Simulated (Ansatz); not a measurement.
# B2H4SSi: basis-set convergence

An exercise on one series of results from a longer session: the logs are not shown, and one member is left open.

Method: one geometry, several basis sets; program: Ansatz 0.2.0, Gaussian basis.

Plan: PBE0-D4/def2-SVP; ωB97M-V/def2-SVP; PBE0-D4/def2-QZVPP; ωB97M-V/def2-QZVPP; the functionals' def2-TZVPP values are taken from earlier runs.

## The geometry

An earlier PBE0-D4 in a triple-zeta def2 set relaxation fixed the geometry.

8 atoms, charge 0, spin multiplicity 1.

Atoms are counted from 1 here; the program's logs count them from 0.

Bond lengths: B1–Si2 1.999 Å, B1–S4 1.810 Å, B1–H5 1.192 Å, Si2–B3 1.999 Å, Si2–H6 1.488 Å, Si2–H7 1.487 Å, B3–S4 1.810 Å, B3–H8 1.192 Å. Angles: Si2–B1–S4 97.3°, Si2–B1–H5 140.6°, S4–B1–H5 121.2°, B1–Si2–B3 72.4°, B1–Si2–H6 125.6°, B1–Si2–H7 108.9°, B3–Si2–H6 125.6°, B3–Si2–H7 108.9°, H6–Si2–H7 110.2°, Si2–B3–S4 97.3°, Si2–B3–H8 140.6°, S4–B3–H8 121.2°, B1–S4–B3 81.5°.

As a file:

```
atom    x (Å)    y (Å)    z (Å)
  B1  -0.8556   0.4887  -0.8595
 Si2   0.6956   0.6677   0.3882
  B3   0.0803  -1.2325   0.4602
  S4  -0.6906  -1.2859  -1.1769
  H5  -1.8064   1.0979  -1.2398
  H6   0.7718   1.5979   1.5472
  H7   1.9491   0.7379  -0.4093
  H8  -0.0520  -2.1288   1.2341
```

The first run:

File in.yaml:

```yaml
crystal:
  periodic: [false, false, false]
  atoms:
    - {symbol: B, position_ang: [-0.855585, 0.488680, -0.859461]}
    - {symbol: Si, position_ang: [0.695553, 0.667740, 0.388158]}
    - {symbol: B, position_ang: [0.080281, -1.232494, 0.460171]}
    - {symbol: S, position_ang: [-0.690576, -1.285875, -1.176891]}
    - {symbol: H, position_ang: [-1.806432, 1.097880, -1.239794]}
    - {symbol: H, position_ang: [0.771831, 1.597856, 1.547200]}
    - {symbol: H, position_ang: [1.949107, 0.737922, -0.409316]}
    - {symbol: H, position_ang: [-0.051979, -2.128808, 1.234132]}
basis:
  gaussian: {orbitals: def2-SVP}
hamiltonian: {xc: pbe0, dispersion: d4}
output: {orbitals: {seedname: orbitals}}
```

Launch:

```
ansatz run in.yaml --threads 2 --pin off --events-out ev --progress --plain --max-ram 4352MiB
```

Steps of the session up to this table: PBE0-D4 in def2-SVP; ωB97M-V in def2-SVP; PBE0-D4 in def2-QZVPP; ωB97M-V in def2-QZVPP.

One table of the session follows, with a row left open; its other results are not shown here.

It belongs to the step «Functionals by basis». 

| functional | basis | HOMO (eV) | LUMO (eV) |
| --- | --- | --- | --- |
| PBE0-D4 | def2-SVP | -7.71 | -2.15 |
| PBE0-D4 | def2-TZVPP | -7.69 | -2.23 |
| PBE0-D4 | def2-QZVPP | ? | ? |
| ωB97M-V | def2-SVP | -9.77 | -0.05 |
| ωB97M-V | def2-TZVPP | -9.79 | -0.21 |
| ωB97M-V | def2-QZVPP | -9.80 | -0.26 |

**Question.** Estimate the row for PBE0-D4, def2-QZVPP.

As computed: HOMO (eV): -7.70; LUMO (eV): -2.25. In the column «HOMO (eV)» it lies between PBE0-D4, def2-SVP (-7.71) and PBE0-D4, def2-TZVPP (-7.69).
